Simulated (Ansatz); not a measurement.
# NbSnSe4: the cost of one run

Computed with Ansatz 0.2.0 (DFT PBE, scalar-relativistic, plane waves, PAW, unless a step names another level, unless a step's input says otherwise).

3 further runs of the same task are left out: 3 that didn't finish. Runs told in other sessions of the task aren't counted.

### Step 1. The system as given

The structure is trigonal, space group P3m1 (No. 156). Conventional cell: a = 3.667 Å, b = 3.667 Å, c = 14.437 Å, α = 90.00°, β = 90.00°, γ = 120.00°. Around Nb (site symmetry 3m) lie 6 Se at 2.67 Å. Around Sn (site symmetry 3m) lie 6 Se at 2.69 Å. Around Se (site symmetry 3m) lie 3 Sn at 2.69 Å. Around Se (site symmetry 3m) lie 3 Nb at 2.67 Å.

Structure file:

```xyz
6
Lattice="3.6674 0.0000 0.0000 -1.8337 3.1761 0.0000 0.0000 0.0000 14.4368" Properties=species:S:1:pos:R:3 pbc="T T T"
Nb    0.0000    2.1174    0.0422
Sn    0.0000    0.0000    7.1762
Se    1.8337    1.0587    8.8368
Se    0.0000    2.1174    5.5155
Se    0.0000    0.0000   12.8585
Se    0.0000    0.0000    1.6628
```

It came out lowest among 28 distinct ends of the trial cells. At a tolerance of 0.05 Å it has space group P3m1 (No. 156). Site moments: 0.5 0.0 0.0 0.0 0.0 0.0 μB.

### Step 2. Electronic structure at the relaxed geometry

Contents of input.yaml:

```yaml
crystal:
  lattice:
    - [3.6674047611, 0.0, 0.0]
    - [-1.8337023805, 3.1760656891, 0.0]
    - [0.0, 0.0, 14.4368112991]
  atoms:
    - { symbol: Nb, position: [0.3333333333, 0.6666666667, 0.0029258261], spin: 0.5 }
    - { symbol: Sn, position: [0.0, 0.0, 0.4970796474] }
    - { symbol: Se, position: [0.6666666667, 0.3333333333, 0.6121031449] }
    - { symbol: Se, position: [0.3333333333, 0.6666666667, 0.3820444136] }
    - { symbol: Se, position: [0.0, 0.0, 0.8906721779] }
    - { symbol: Se, position: [0.0, 0.0, 0.1151747902] }
basis:
  ecutwfc: 420
kpoints:
  mp_grid: { grid: [12, 12, 2] }
  band_path:
    path:
      - [[0.0, 0.0, 0.0], [0.5, 0.0, 0.0], [0.33333333, 0.33333333, 0.0], [0.0, 0.0, 0.0], [0.0, 0.0, 0.5], [0.5, 0.0, 0.5], [0.33333333, 0.33333333, 0.5], [0.0, 0.0, 0.5]]
      - [[0.5, 0.0, 0.5], [0.5, 0.0, 0.0]]
      - [[0.33333333, 0.33333333, 0.5], [0.33333333, 0.33333333, 0.0]]
    npoints: 14
hamiltonian:
  xc: pbe
scf:
  occupations: { method: gaussian, width: 0.1 }
  n_extra_bands: 15
output:
  forces: true
  stress: true
  eigenvalues: true
  populations: true
  dos: { projected: true, de: 0.02, nscf_kmesh: { grid: [15, 15, 3] } }
  bader: true
  write_density: true
  write_potential: true
  elf: true
  volumetric_format: npy
magnetization:
  spin_polarized: true
checkpoint:
  read: start.run
  write: ck
  compress: false
  write_wavefunctions: false
  write_every: 100000
```

Run with:

```
$ ansatz run input.yaml --threads 1 --pin off --max-ram 2560MiB --backend cpu --events-out ev --progress --plain --runs-dir out
```

**Question.** How long does this run take on 1 thread of Arm Neoverse V1, shared host, and how much memory does it need?

About 7.2 min, with a peak of 1.3 GiB.
